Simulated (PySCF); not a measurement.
**ZrEtF3: geometry, NMR shifts and electronic excitations**

Aim: predict the NMR shifts and electronic excitations of ZrEtF3 (`C[CH2][Zr]([F])([F])[F]`).

Programs: PySCF 2.14.0, with density-fitted response routines of our own. Each step states its level of theory. These are calculated values for one molecule in the gas phase, unless marked as measured. Atoms count from 0, in the outputs and in this text.

### 1 Starting geometry

11 atoms, charge 0, multiplicity 1; geometry from: GFN2-xTB. The atoms were then displaced at random by about 0.03 Å, so the start is not that level's minimum.

Bonds of the start (Å): Zr0–C1 2.17, Zr0–F8 1.79, Zr0–F9 1.95, Zr0–F10 1.84, C1–C2 1.52, C1–H3 1.14, C1–H4 1.09, C2–H5 1.12, C2–H6 1.18, C2–H7 1.08.

### 2 Optimising the geometry at PBE0-D3(BJ)/def2-SVP

What the job is given:

```
{"job": {"xc": "PBE0", "basis": "def2-SVP", "d3": "d3bj", "grid": 1, "maxiter": 40, "shake": 0.03, "kind": "geom"}, "charge": 0, "multiplicity": 1}
Zr    -0.203710    -0.439880    -1.532710
C     -0.369610    -0.538040     0.625610
C      0.430610     0.689250     1.044730
H      0.205400    -1.442280     1.025880
H     -1.386760    -0.442050     1.008010
H      0.527150     0.798950     2.155080
H      1.549690     0.590950     0.698600
H      0.092380     1.639360     0.663100
F      1.562590    -0.290070    -1.809360
F     -1.127610     1.257570    -1.803350
F     -1.182070    -1.909260    -2.044700
```

Run with:

```console
$ OMP_NUM_THREADS=1 python probes_run.py task.json out
```

One launch serves the whole session: the jobs run in the order shown.

What it wrote:

```text
step   0  E = -425.35504542  max force = 0.081048
step   1  E = -425.37319482  max force = 0.023256
step   2  E = -425.37604205  max force = 0.009089
step   3  E = -425.37719920  max force = 0.007918
step   4  E = -425.37752504  max force = 0.003900
step   5  E = -425.37773104  max force = 0.001638
step   6  E = -425.37779665  max force = 0.001472
step   7  E = -425.37776840  max force = 0.005068
step   8  E = -425.37801915  max force = 0.002450
step   9  E = -425.37813093  max force = 0.001584
step  10  E = -425.37824019  max force = 0.001284
step  11  E = -425.37826427  max force = 0.001058
step  12  E = -425.37784441  max force = 0.003744
step  13  E = -425.37825211  max force = 0.001762
step  14  E = -425.37832015  max force = 0.001641
step  15  E = -425.37832934  max force = 0.001585
step  16  E = -425.37834158  max force = 0.000845
step  17  E = -425.37834507  max force = 0.000773
step  18  E = -425.37834803  max force = 0.000574
step  19  E = -425.37834867  max force = 0.000356
optimisation converged
```

Run time: 2.6 min. Hardware: 1 thread of Arm Neoverse V1, shared host; peak memory 0.51 GiB.

Along the way: (the energy doesn't fall at every step)

| step | energy from step 0 (eV) | largest force component (eV/Å) |
| --- | --- | --- |
| 0 | 0.0000 | 4.1677 |
| 1 | -0.4939 | 1.1959 |
| 2 | -0.5713 | 0.4674 |
| 3 | -0.6028 | 0.4072 |
| 4 | -0.6117 | 0.2005 |
| 5 | -0.6173 | 0.0842 |
| 6 | -0.6191 | 0.0757 |
| 7 | -0.6183 | 0.2606 |
| 8 | -0.6251 | 0.1260 |
| 9 | -0.6282 | 0.0815 |
| 10 | -0.6312 | 0.0660 |
| 11 | -0.6318 | 0.0544 |
| 12 | -0.6204 | 0.1925 |
| 13 | -0.6315 | 0.0906 |
| 14 | -0.6333 | 0.0844 |
| 15 | -0.6336 | 0.0815 |
| 16 | -0.6339 | 0.0435 |
| 17 | -0.6340 | 0.0397 |
| 18 | -0.6341 | 0.0295 |
| 19 | -0.6341 | 0.0183 |

Distances of close pairs at the start and the end, largest changes first:

```csv
bond,before (Å),after (Å),change (Å)
Zr0–F8,1.794,1.904,+0.110
C2–H6,1.176,1.103,-0.073
Zr0–F10,1.838,1.903,+0.065
Zr0–F9,1.951,1.903,-0.048
C1–H3,1.144,1.108,-0.036
Zr0–C1,2.167,2.197,+0.030
C2–H7,1.078,1.103,+0.025
C2–H5,1.120,1.103,-0.017
```

The end geometry stands in the next job.

```csv
at the end point,value
"rotational constants (GHz, main isotopes)","2.572, 1.573, 1.558"
dipole moment (D),1.28
```

### 3 Nuclear shieldings: PBE0/def2-TZVP+pcSseg-1

What the job is given:

```
{"job": {"kind": "nmr", "xc": "PBE0", "basis": {"default": "pcSseg-1", "Zr": "def2-TZVP"}}, "charge": 0, "multiplicity": 1}
Zr    -0.543646    -0.437157    -1.505200
C     -0.152958    -0.442072     0.656750
C      0.697607     0.747136     1.101263
H      0.339833    -1.403592     0.901010
H     -1.129848    -0.458509     1.178040
H      0.892110     0.739053     2.186985
H      1.680913     0.758222     0.602470
H      0.206478     1.708604     0.876066
F      1.183684    -0.462058    -2.306483
F     -1.511499     1.171978    -1.815869
F     -1.564614    -2.007106    -1.844141
```

Level: GIAO PBE0/pcSseg-1 Zr:def2-TZVP NMR shielding, scalar relativity only through core potentials, gas phase.

What it wrote:

```text
coarse grid: 46832 points
cycle   1  E = -425.3555394186  dE = -5.343e+00  |g| = 1.070e+00  |ddm| = 4.829e+00
cycle   2  E = -425.4395459236  dE = -8.401e-02  |g| = 1.023e+00  |ddm| = 2.141e+00
cycle   3  E = -425.6370394872  dE = -1.975e-01  |g| = 1.820e-01  |ddm| = 1.045e+00
cycle   4  E = -425.6413844272  dE = -4.345e-03  |g| = 1.196e-01  |ddm| = 2.077e-01
cycle   5  E = -425.6437588977  dE = -2.374e-03  |g| = 2.053e-02  |ddm| = 6.788e-02
cycle   6  E = -425.6438435614  dE = -8.466e-05  |g| = 7.164e-03  |ddm| = 2.272e-02
cycle   7  E = -425.6438572927  dE = -1.373e-05  |g| = 8.771e-04  |ddm| = 6.170e-03
cycle   8  E = -425.6438574454  dE = -1.527e-07  |g| = 2.256e-04  |ddm| = 7.763e-04
final grid: 98496 points
cycle   9  E = -425.6437650509  dE = -5.871e-07  |g| = 2.748e-04  |ddm| = 1.307e-03
cycle  10  E = -425.6437650447  dE =  6.210e-09  |g| = 3.345e-04  |ddm| = 3.806e-04
cycle  11  E = -425.6437650650  dE = -2.029e-08  |g| = 7.857e-05  |ddm| = 2.315e-04
cycle  12  E = -425.6437650660  dE = -9.632e-10  |g| = 2.295e-05  |ddm| = 5.042e-05
converged SCF energy = -425.6437650660

GIAO shielding tensors (ppm)
atom      isotropic    diamagn.    paramagn.     s11        s22        s33       span
  0 Zr         nan         nan         nan        nan        nan        nan        nan
  1 C      131.034     250.178    -119.143    102.401    112.581    178.121     75.720
  2 C      172.369     247.028     -74.659    161.382    170.697    185.027     23.645
  3 H       29.941      29.949      -0.007     27.513     29.396     32.914      5.401
  4 H       29.913      29.947      -0.034     27.525     29.384     32.829      5.304
  5 H       29.737      27.762       1.975     25.316     27.349     36.546     11.230
  6 H       29.881      29.395       0.486     26.446     28.332     34.867      8.420
  7 H       29.886      29.418       0.468     26.449     28.334     34.874      8.425
  8 F       -3.298     473.242    -476.540   -233.226   -150.918    374.250    607.476
  9 F       -3.173     473.254    -476.426   -233.899   -151.188    375.569    609.467
 10 F       -0.608     473.445    -474.052   -233.631   -149.836    381.644    615.276
```

Run time: 20 s. Hardware: 1 thread of Arm Neoverse V1, shared host; peak memory 0.85 GiB.

The references, computed at this level on geometries of the same kind, shield at (ppm): 1H TMS 31.27, 13C TMS 184.4, 19F CFCl3 177.2. Their shielding less the atom's gives the shift. The references are single molecules in the gas phase, so shifts against H2O, NH3, PH3, H3PO4 or CFCl3 are not on the usual liquid scales and can be off by tens of ppm. Atoms listed in one row are averaged.

```csv
atoms,environment,σ (ppm),δ (ppm)
C1,"carbon bonded to C, Zr, 2 H",131.0,53.4
C2,"carbon bonded to C, 3 H",172.4,12.0
"H5, H6, H7",hydrogen on a carbon bonded to C,29.83,1.43
"H3, H4","hydrogen on a carbon bonded to C, Zr",29.93,1.34
"F8, F9, F10",fluorine bonded to Zr,-2.4,179.6
```

Atoms past Kr carry core potentials, so their printed shieldings have no meaning and are left out of the table.

The run also stored atomic charges by several schemes (e):

```
      atoms  Mulliken  ESP fit
        Zr0      1.52     1.57
         C1     -0.65    -0.49
         C2     -0.31     0.01
F8, F9, F10     -0.44    -0.44
```

Mayer bond orders: Zr0–C1 0.96, Zr0–F8 0.97, Zr0–F9 0.97, Zr0–F10 0.97, C1–C2 1.02.

With diffuse functions Mulliken charges and Mayer bond orders lose their meaning; the other schemes are steadier.

Orbitals, density, ELF and potential are computed afterwards from the orbital file.

Frontier orbitals at PBE0/def2-TZVP+pcSseg-1, with the share of their density that lies nearest to each atom:

```csv
orbital,energy (eV),lies on
HOMO,-7.78,C1 44 %; Zr0 20 %; H5 10 %
LUMO,-1.31,Zr0 67 %; F10 10 %
```

ELF in a plane through or near 5 of the atoms.

Ten even steps from ' ' (0.00) to '@' (1.00):
```
                                                        
                                                        
                                                        
                                        ....            
                      ......        ..::====--..        
                      ::----::      ::==**##++::        
            ..      ..==**++==::..  ==##%%##%%==..      
          --%%%%++..::++--..++**::  ::******%%++..      
          %%@@@@@@##++##::**++%%::==--::##%%##==..      
        ..@@@@@@@@@@==@@##**%%****%%##**::====::        
          ##@@@@@@==%%==******--%%  ..%%==              
          ..++++====::++--......%%##%%@@**              
                ::==**++::      ==**++==::              
                ..::--::                                
                                                        
                                                        
                                                        
                                                        
                                                        
                                                        
```
The map spans 11.0 Å across and 8.0 Å up, centred on the molecule. Atoms in the plane (x, y in Å): Zr0 (1.6, -0.2), C1 (-0.3, 0.7), C2 (-1.5, -0.3), H5 (-2.5, 0.2), F10 (2.9, 1.2).

log10 of the density (e/Å³) in the same plane.

Ten even steps from ' ' (-4.0) to '@' (2.1):
```
                                                        
                        ....                            
                    ..::::::::....  ..........          
                ....::--------::::..::--------::..      
              ..::::--========--------==++++==--::..    
            ..::::----==++++====----==++****++==--::    
        ..::::------==++****++++====++**####**++--::    
        ..--========++****##**++++++++**%%@@##++--::    
      ..::--==++**++****%%%%****++******####**++--::    
      ..::==++********************######**++++==--::    
      ..::--++****##@@****++++**##****##**++==--::..    
        ::--==++****##**++++==++########++==--::..      
        ..::--==++++**++++======++******++==--::..      
          ..::--====++====------==========--::..        
          ....::----------::::----====----::....        
            ..::::::----::::::::--------::::..          
              ......::..........::::::::....            
                                ........                
                                                        
                                                        
```
The map spans 11.0 Å across and 8.0 Å up, centred on the molecule. Atoms in the plane (x, y in Å): Zr0 (1.6, -0.2), C1 (-0.3, 0.7), C2 (-1.5, -0.3), H5 (-2.5, 0.2), F10 (2.9, 1.2).

On the surface of density 0.002 e/bohr³ the electrostatic potential runs, from the 1st to the 99th percentile, from -1.00 V near F10 to 3.38 V near Zr0.

### 4 Excited states and response: wB97X-D/def2-SVPD

The job, as its differences from that of step 3:

```diff
@@ -1,2 +1,2 @@
-{"job": {"kind": "nmr", "xc": "PBE0", "basis": {"default": "pcSseg-1", "Zr": "def2-TZVP"}}, "charge": 0, "multiplicity": 1}
+{"job": {"kind": "uv", "xc": "wB97X-D", "basis": "def2-SVPD", "ip": true, "nstates": 10}, "charge": 0, "multiplicity": 1}
 Zr    -0.543646    -0.437157    -1.505200
```

With the program's defaults for keys left out, this is: TDDFT wB97X-D/def2-SVPD, vertical, gas phase, core orbitals frozen in the response.

What it wrote:

```text
coarse grid: 46832 points
cycle   1  E = -425.4931262433  dE = -6.343e+00  |g| = 9.424e-01  |ddm| = 5.155e+00
cycle   2  E = -425.5522382966  dE = -5.911e-02  |g| = 9.476e-01  |ddm| = 1.909e+00
cycle   3  E = -425.6848136595  dE = -1.326e-01  |g| = 1.758e-01  |ddm| = 6.135e-01
cycle   4  E = -425.6912318363  dE = -6.418e-03  |g| = 4.468e-02  |ddm| = 2.940e-01
cycle   5  E = -425.6917345468  dE = -5.027e-04  |g| = 9.868e-03  |ddm| = 7.019e-02
cycle   6  E = -425.6917645012  dE = -2.995e-05  |g| = 4.007e-03  |ddm| = 1.785e-02
cycle   7  E = -425.6917706753  dE = -6.174e-06  |g| = 8.717e-04  |ddm| = 8.781e-03
final grid: 98496 points
cycle   8  E = -425.6954120266  dE = -7.144e-05  |g| = 2.587e-03  |ddm| = 7.759e-02
cycle   9  E = -425.6954125478  dE = -5.213e-07  |g| = 2.560e-03  |ddm| = 6.306e-03
cycle  10  E = -425.6954135430  dE = -9.952e-07  |g| = 5.509e-04  |ddm| = 1.634e-03
cycle  11  E = -425.6954136144  dE = -7.140e-08  |g| = 1.149e-04  |ddm| = 1.317e-03
cycle  12  E = -425.6954136205  dE = -6.078e-09  |g| = 3.318e-05  |ddm| = 2.790e-04
cycle  13  E = -425.6954136215  dE = -1.008e-09  |g| = 1.452e-05  |ddm| = 1.462e-04
cycle  14  E = -425.6954136216  dE = -1.403e-10  |g| = 7.257e-06  |ddm| = 4.874e-05
converged SCF energy = -425.6954136216

Static polarisability (au): isotropic 63.000, principal 55.016 57.783 76.200

Singlet excitations
state   eV       nm        f      main configurations
  1   4.8422    256.0   0.00464   H->L 0.97
  2   4.8874    253.7   0.00157   H->L+1 0.97
  3   6.4546    192.1   0.00326   H->L+6 0.45, H->L+5 0.27, H->L+3 0.21
  4   6.4929    191.0   0.00345   H->L+7 0.49, H->L+4 0.48
  5   6.6341    186.9   0.00517   H->L+2 0.48, H->L+3 0.23, H->L+5 0.18
  6   7.3733    168.2   0.31780   H->L+2 0.34, H->L+3 0.31, H->L+8 0.21
  7   7.9890    155.2   0.00043   H-1->L 0.96
  8   8.0090    154.8   0.02096   H->L+5 0.43, H->L+6 0.40
  9   8.0756    153.5   0.00318   H->L+8 0.56, H->L+3 0.13, H->L+2 0.09
 10   8.0975    153.1   0.00163   H->L+7 0.46, H->L+4 0.45

Triplet excitations (Tamm-Dancoff, eV): 4.4569 4.4960 5.9852 6.3328
Vertical ionisation energy (delta-SCF) = 9.8772 eV
```

It took 56 s on 1 thread of Arm Neoverse V1, shared host; peak memory 0.98 GiB.

The orbitals next to the gap, with their largest atomic shares:

```csv
orbital,eV,atoms
HOMO−3,-13.83,"F10 29 %, F8 22 %, F9 20 %"
HOMO−2,-12.76,"C2 37 %, C1 34 %, H6 7 %"
HOMO−1,-12.03,"C2 27 %, C1 27 %, H7 11 %"
HOMO,-9.60,"C1 43 %, Zr0 23 %, C2 12 %"
LUMO,0.52,"Zr0 71 %, F10 9 %, C1 5 %"
LUMO+1,0.57,"Zr0 72 %, F9 7 %, F8 7 %"
LUMO+2,1.12,"Zr0 74 %, F8 4 %, F9 4 %"
```

With each of the 10 states as a Gaussian band of 0.4 eV half-width at 1/e, the curve within the window shown has maxima at 256 nm (ε 250), 168 nm (ε 13,000) L/(mol cm). Beyond the last state computed it falls off for lack of states. The curve at chosen wavelengths:

```json
{"nm": "148", "ε (L/mol/cm)": "460"}
{"nm": "154", "ε (L/mol/cm)": "1662"}
{"nm": "160", "ε (L/mol/cm)": "5605"}
{"nm": "165", "ε (L/mol/cm)": "11266"}
{"nm": "171", "ε (L/mol/cm)": "12022"}
{"nm": "177", "ε (L/mol/cm)": "5996"}
{"nm": "183", "ε (L/mol/cm)": "1843"}
{"nm": "188", "ε (L/mol/cm)": "780"}
{"nm": "194", "ε (L/mol/cm)": "448"}
{"nm": "200", "ε (L/mol/cm)": "247"}
{"nm": "206", "ε (L/mol/cm)": "100"}
{"nm": "211", "ε (L/mol/cm)": "38"}
{"nm": "217", "ε (L/mol/cm)": "12"}
{"nm": "223", "ε (L/mol/cm)": "12"}
{"nm": "229", "ε (L/mol/cm)": "34"}
{"nm": "234", "ε (L/mol/cm)": "70"}
{"nm": "240", "ε (L/mol/cm)": "133"}
{"nm": "246", "ε (L/mol/cm)": "199"}
{"nm": "252", "ε (L/mol/cm)": "243"}
{"nm": "257", "ε (L/mol/cm)": "250"}
{"nm": "263", "ε (L/mol/cm)": "225"}
{"nm": "269", "ε (L/mol/cm)": "176"}
{"nm": "275", "ε (L/mol/cm)": "123"}
{"nm": "280", "ε (L/mol/cm)": "84"}
{"nm": "286", "ε (L/mol/cm)": "49"}
{"nm": "292", "ε (L/mol/cm)": "26"}
```

Leading natural transition orbitals of singlet state 6: the hole lies on C1 46 %; Zr0 20 %; H3, H4, H5 about 8 % each; the particle on Zr0 40 %; F8, F9, F10 about 14 % each.

Leading natural transition orbitals of singlet state 1: the hole lies on C1 49 %; Zr0 21 %; H3, H4, H5 about 7 % each; the particle on Zr0 69 %; F10 9 %.

Further results of this job:

| property | computed |
| --- | --- |
| dipole moment (D) | 1.30 |
| polarisability (Å³) | 9.34 |
| HOMO–LUMO gap (eV) | 10.12 |
| −ε(HOMO) (eV) | 9.60 |

### 5 Nuclear shieldings: B3LYP/def2-TZVP+pcSseg-1

The job, as its differences from that of step 4:

```diff
@@ -1,2 +1,2 @@
-{"job": {"kind": "uv", "xc": "wB97X-D", "basis": "def2-SVPD", "ip": true, "nstates": 10}, "charge": 0, "multiplicity": 1}
+{"job": {"kind": "nmr", "xc": "B3LYP", "basis": {"default": "pcSseg-1", "Zr": "def2-TZVP"}, "pop": false}, "charge": 0, "multiplicity": 1}
 Zr    -0.543646    -0.437157    -1.505200
```

Level: GIAO B3LYP/pcSseg-1 Zr:def2-TZVP NMR shielding, scalar relativity only through core potentials, gas phase.

What it wrote:

```text
coarse grid: 46832 points
cycle   1  E = -425.7508310835  dE = -5.288e+00  |g| = 1.135e+00  |ddm| = 4.842e+00
cycle   2  E = -425.8029690800  dE = -5.214e-02  |g| = 1.183e+00  |ddm| = 2.321e+00
cycle   3  E = -426.0581203275  dE = -2.552e-01  |g| = 2.427e-01  |ddm| = 1.175e+00
cycle   4  E = -426.0668627145  dE = -8.742e-03  |g| = 1.325e-01  |ddm| = 2.553e-01
cycle   5  E = -426.0697599158  dE = -2.897e-03  |g| = 2.254e-02  |ddm| = 7.505e-02
cycle   6  E = -426.0698620879  dE = -1.022e-04  |g| = 8.873e-03  |ddm| = 2.608e-02
cycle   7  E = -426.0698829689  dE = -2.088e-05  |g| = 9.862e-04  |ddm| = 7.703e-03
cycle   8  E = -426.0698831563  dE = -1.874e-07  |g| = 3.005e-04  |ddm| = 9.413e-04
final grid: 98496 points
cycle   9  E = -426.0698258965  dE = -6.622e-07  |g| = 4.273e-04  |ddm| = 1.583e-03
cycle  10  E = -426.0698258457  dE =  5.080e-08  |g| = 7.271e-04  |ddm| = 5.394e-04
cycle  11  E = -426.0698259252  dE = -7.950e-08  |g| = 8.507e-05  |ddm| = 3.456e-04
cycle  12  E = -426.0698259265  dE = -1.234e-09  |g| = 2.392e-05  |ddm| = 6.687e-05
cycle  13  E = -426.0698259266  dE = -1.131e-10  |g| = 8.924e-06  |ddm| = 2.051e-05
converged SCF energy = -426.0698259266

GIAO shielding tensors (ppm)
atom      isotropic    diamagn.    paramagn.     s11        s22        s33       span
  0 Zr         nan         nan         nan        nan        nan        nan        nan
  1 C      123.896     249.085    -125.189     95.480    104.191    172.016     76.536
  2 C      166.407     245.868     -79.460    155.123    164.282    179.818     24.695
  3 H       30.041      29.973       0.068     27.772     29.453     32.899      5.126
  4 H       30.013      29.973       0.040     27.788     29.447     32.804      5.016
  5 H       29.828      27.774       2.054     25.592     27.602     36.290     10.698
  6 H       29.986      29.567       0.419     26.754     28.544     34.659      7.905
  7 H       29.989      29.591       0.399     26.756     28.547     34.665      7.908
  8 F      -11.973     474.096    -486.069   -242.545   -162.315    368.941    611.486
  9 F      -11.814     474.117    -485.931   -243.221   -162.531    370.312    613.533
 10 F       -9.239     474.259    -483.498   -243.677   -161.195    377.156    620.833
```

It took 14 s on 1 thread of Arm Neoverse V1, shared host; peak memory 0.82 GiB.

This run: δ C1 55.3, C2 12.8, F8 182.9, H5 1.45, H3 1.36 ppm (means over like atoms).

### 6 Comparing the runs: NMR shifts

Shifts (ppm), means over like atoms, with basis size and wall time:

| run | C1 | C2 | H5 | H3 | F8 | functions | time |
| --- | --- | --- | --- | --- | --- | --- | --- |
| PBE0/def2-TZVP+pcSseg-1 | 53.4 | 12.0 | 1.43 | 1.34 | 179.6 | 150 | 20 s |
| B3LYP/def2-TZVP+pcSseg-1 | 55.3 | 12.8 | 1.45 | 1.36 | 182.9 | 150 | 14 s |

### 7 Results

```
                                                                           quantity                        value
                                               rotational constants (main isotopes)         2.57, 1.57, 1.56 GHz
                                   13C shifts against TMS (PBE0/def2-TZVP+pcSseg-1)               53.4, 12.0 ppm
   1H shifts against TMS (PBE0/def2-TZVP+pcSseg-1, means over atoms taken as alike)               1.43, 1.34 ppm
19F shifts against CFCl3 (PBE0/def2-TZVP+pcSseg-1, means over atoms taken as alike)                    179.6 ppm
                                              surface potential, 1st and 99th percentile           -1.00 V and 3.38 V
                                                 lowest singlet (wB97X-D/def2-SVPD)  4.84 eV (256 nm), f = 0.005
                                           brightest single state of those computed  state 6, 7.37 eV, f = 0.318
                                                                     lowest triplet                      4.46 eV
                                                  vertical ionisation energy (ΔSCF)                      9.88 eV
                                                           range of the shift of F8           179.6 to 182.9 ppm
```

The start was shaken at random, so part of the energy gained undoes that. The optimisation took 19 steps and gained 0.634 eV; among the close pairs (by a distance rule), Zr0–F8 changed most, from 1.794 to 1.904 Å. No frequency check was run at this level, so the end point may be a saddle. At PBE0/def2-TZVP+pcSseg-1: The widest tensor belongs to F8, F9, F10: span 611 ppm, with a paramagnetic part of -476 ppm. At PBE0/def2-TZVP+pcSseg-1, counted by nearest atom on the grid, the HOMO lies on C1 44 %; Zr0 20 %, the LUMO on Zr0 67 %; F10 10 %. The first singlet state (HOMO→LUMO 0.97) lies at 4.84 eV and is weak; of the 10 states computed, the strongest absorption comes from state 6 at 7.37 eV. The lowest triplet lies 0.39 eV below the lowest singlet (triplets in Tamm-Dancoff, singlets in full TDDFT). ΔSCF puts the ionisation energy at 9.88 eV, 0.28 eV above −ε(HOMO). Across the 2 runs the shift of F8 (with its like atoms) moves most, between 179.6 (PBE0/def2-TZVP+pcSseg-1) and 182.9 ppm (B3LYP/def2-TZVP+pcSseg-1). Spin-orbit coupling is left out, which matters for shieldings and couplings at and beside the heavy atoms.
